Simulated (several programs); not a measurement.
**Many methods on one cell: SiC3 (ordering on diamond)**

An ordered 4-atom cell of SiC3 on the diamond lattice (P-4m2), relaxed with r2SCAN in Ansatz, was computed with several methods. It is tetragonal, P-4m2 (No. 115); a = 2.796 Å, c = 4.090 Å in the conventional setting, 8.00 Å³ an atom. C has 2 C at 1.65 Å and 2 Si at 1.82 Å; C has 4 C at 1.65 Å; Si has 4 C at 1.82 Å. All values are calculated for a non-magnetic cell, which may be hypothetical.

```
C Si
1.0
     2.79640    0.00000    0.00000
     0.00000    2.79640    0.00000
     0.00000    0.00000    4.09004
C Si
3 1
Direct
  0.50000 0.00000 0.78627
  0.50000 0.50000 0.00000
  0.00000 0.50000 0.21373
  0.00000 0.00000 0.50000
```

Gaps and times are for a single point on this cell; volume and bulk modulus come from each method's own relaxation or energy curve at fixed shape, which is too stiff where a cell has free coordinates or axes. Times are rough, from shared hosts (Arm Neoverse V1; Intel Xeon 6975P-C), and each method has its own mesh and cell size. A double dagger marks a value from a curve with shape and coordinates held. PM6 (MOPAC), PM7 (MOPAC), GFN1-xTB (tblite), GFN2-xTB (tblite) treat a cluster of cells at its zone centre, which samples few k points: where these miss a band edge, the gap comes out too large for that reason alone. Gaps from k meshes are read at a limited set of points (mesh, symmetry points, PBE's band edges), so each method's own least gap may be somewhat smaller. Force fields have no electrons; where one was fitted to this phase, its volume and modulus reflect the fit. xTB and the PM methods were fitted mostly to molecules, and can miss a solid's gap by electronvolts. Minimal bases can be far off for gaps. Times of the plane-wave ladder aren't listed, since it ran on unlike processors and cards. GLLB-SC's gap includes the derivative discontinuity. G0W0 is at finite bands, cutoff and mesh. d marks a direct gap, i an indirect one (no mark: not told apart), a dash a value that wasn't computed or didn't pass its checks.

```
                              method              kind  gap (eV)  own volume (Å³/atom)  bulk modulus (GPa)  atoms computed  processor time
    SiC_Erhart-Albe.tersoff (LAMMPS)       force field         –                  8.78                   –               4          0.12 s
              SiC.vashishta (LAMMPS)       force field         –                     –                   –               4          0.12 s
              SiCGe.tersoff (LAMMPS)       force field         –                     –                   –               4          0.12 s
     non-self-consistent DFTB (CP2K)     tight binding    5.31 d                  8.14                329‡               4          0.57 s
light PBE (260 eV and a coarse mesh)  light plane-wave    1.36 i                     –                   –               4          0.69 s
                   GFN1-xTB (tblite)     tight binding      2.84                 8.32‡                317‡         cluster           3.1 s
                                 PBE         semilocal    1.38 i                  8.07                283‡               4               –
                      PBE/SZV (CP2K)       small basis    4.56 i                 8.34‡                293‡               4           6.5 s
                         PM7 (MOPAC)    semi-empirical      8.18                 8.11‡                431‡         cluster           7.5 s
                   GFN2-xTB (tblite)     tight binding      2.45                 7.83‡                345‡         cluster           9.4 s
                      GLLB-SC (GPAW)   model potential      2.29                     –                   –               4            11 s
              PBE/single zeta (GPAW)       small basis    3.18 i                     –                   –               4            11 s
                              r2SCAN         semilocal    1.65 i                  8.00                296‡               4               –
                         PM6 (MOPAC)    semi-empirical      9.03                     –                   –         cluster            13 s
                     PBE/DZVP (CP2K)       small basis    1.47 i                 8.07‡                282‡               4            19 s
                                PBE0            hybrid    3.06 i                     –                   –               4               –
                               HSE06            hybrid    2.33 i                     –                   –               4               –
  G0W0@PBE (120 eV screening cutoff)         many-body      2.15                     –                   –               4               –
```

Against HSE06 (2.33 eV) and with closed or daggered gaps left aside, the nearest gap at the points sampled is that of GLLB-SC (GPAW) (-0.04 eV) and the farthest that of PM6 (MOPAC) (+6.70 eV). HSE06 is only a yardstick of convenience, and nearness to it can be luck.

Volumes against r2SCAN's: SiC_Erhart-Albe.tersoff (LAMMPS) +9.8 %, non-self-consistent DFTB (CP2K) +1.8 %, PBE +1.0 %.

Runs without a result: SiC.vashishta (LAMMPS) (relaxation).

Relaxed on its own, the cell leaves this structure with SiCGe.tersoff (LAMMPS), so no volume is listed.
